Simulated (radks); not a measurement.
# Valence configurations of Cu⁺

An exercise on one series of results from a longer session: the logs are not shown, and one member is left open.

Method: scalar-relativistic Kohn-Sham, PBEsol, spin-polarised, spherical densities, point nucleus; open shells are filled with parallel spins first. Code: radks (a radial shooting solver on a logarithmic mesh, Libxc functionals) version 1.

## The system

```
element       : copper (Z = 29)
charge        : +1
electrons     : 28
configuration : [Ar] 3d10
others tried  : 3d9.5 4p0.5; 3d9 4s1; 3d9 4p1; 3d8 4p2; 3d8 4s2; 3d8.5 4s1 4p0.5; 3d8 4s1 4p1
```

Outer shells as boxes (Hund's rule):

Cu⁺
```
[Ar] core
3d [↑↓][↑↓][↑↓][↑↓][↑↓]
```

The first run:

Input:

```text
Z 29
configuration [Ar] 3d10
relativity scalar-relativistic
functional pbe_sol,pbe_sol
spin polarised
nucleus point
c 137.035999084
```

Started as:

```
python run_ks.py task.json out
```

This one command runs every case of the session in turn.

Steps of the session up to this table: [Ar] 3d10.

One of the session's tables, all rows but one given; the rest of the session is left out.

From the orbitals of this run (lengths in bohr):

```
level      <r>  outermost maximum (interpolated)  90 % within  nodes
   1s  0.05216                            0.0341       0.0932      0
   2s   0.2354                             0.197        0.364      1
   2p   0.2065                             0.158        0.338      0
   3s   0.7133                             0.614         1.07      2
   3p        ?                                 ?            ?      ?
   3d    1.013                             0.603         1.82      0
```

Estimate the missing values for 3p.

**Answer.** <r>: 0.7511; outermost maximum (interpolated): 0.620; 90 % within: 1.16; nodes: 1. In the column «<r>» it lies between 3s (0.7133) and 3d (1.013).
